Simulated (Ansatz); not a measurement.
# BGe+ (singlet): the correlation ladder, cc-pVTZ

One table from this session's results is given with a row withheld; the runs are named, their logs left out.

The runs use Ansatz 0.2.0, Gaussian basis; cc-pVTZ, core rule «outside noble gas», up to 15 orbitals frozen.

The runs, in order: UHF; CCSD(T) on RHF; CCSD(T) on UHF; BCCD(T) on RHF; CISD; CCSDT(Q) on RHF; CCSDT(Q) on UHF; CCSDTQ on RHF; CASSCF and MRCISD+Q, 6 electrons in 8 orbitals; CASSCF and NEVPT2, 6 electrons in 8 orbitals; Full CI; Full CI in the symmetry of the determinant.

5 further runs of the same task are left out: 1 that didn't finish, 4 set aside as unsound or not needed.

### The system

The geometry is a PBE0/def2-TZVP stationary point (not a proven minimum) of the parent state, kept for this charge and spin. No spin-orbit coupling is included. The filled d shell of Ge may be among the frozen orbitals whatever the setting's name suggests; the logs give the count.

2 atoms, charge 1, spin multiplicity 1.

Atoms are counted from 1 here; the program's logs count them from 0.

Bond lengths: Ge1–B2 2.179 Å.

Geometry (Å):

```csv
atom,x (Å),y (Å),z (Å)
Ge1,0.0000,0.0000,0.0000
B2,0.0000,0.0000,2.1788
```

The first run:

File in.yaml:

```yaml
crystal:
  periodic: [false, false, false]
  atoms:
    - {symbol: Ge, position_ang: [0.000000, 0.000000, 0.000000]}
    - {symbol: B, position_ang: [0.000000, 0.000000, 2.178800]}
basis:
  gaussian: {orbitals: cc-pVTZ}
total_charge: 1
magnetization: {spin_polarized: true, initial_magnetization: 0}
hamiltonian: {xc: hf}
output: {orbitals: {seedname: orbitals}}
```

Run with:

```sh
ansatz run in.yaml --threads 1 --pin off --events-out ev --progress --plain --max-ram 3968MiB --backend cpu
```

Steps of the session up to this table: UHF; CCSD(T) on RHF; CCSD(T) on UHF; BCCD(T) on RHF; CISD; CCSDT(Q) on RHF; CCSDT(Q) on UHF; CCSDTQ on RHF; CASSCF and MRCISD+Q, 6 electrons in 8 orbitals; CASSCF and NEVPT2, 6 electrons in 8 orbitals; Full CI; Full CI in the symmetry of the determinant.

One of the session's tables, all rows but one given; the rest of the session is left out.

```
          method  from FCI (kcal/mol)
  CASSCF valence                    ?
  NEVPT2 valence               +10.82
  MRCISD valence                +2.13
MRCISD+Q valence                -0.08
             FCI                    0
```

Q: Estimate the row for CASSCF valence from the others.

The run gave: from FCI (kcal/mol): +47.23. In the column «from FCI (kcal/mol)» it is the highest.

Left out of the table: RHF, UHF, RMP2, UMP2, CISD, RCCSD, UCCSD, RCCSD(T), UCCSD(T), BCCD(T), RCCSDT, UCCSDT, RCCSDT(Q), UCCSDT(Q), RCCSDTQ (another determinant or state than the rows shown).

Caveats from the session: The determinant is far from a pure spin state, so its energy mixes those of several spin states (harmless only where they are near-degenerate, as at dissociation). The report flags that the cluster equations may have other roots. MRCISD+Q valence falls below full CI: the +Q correction isn't variational, and the cores differ from full CI's.
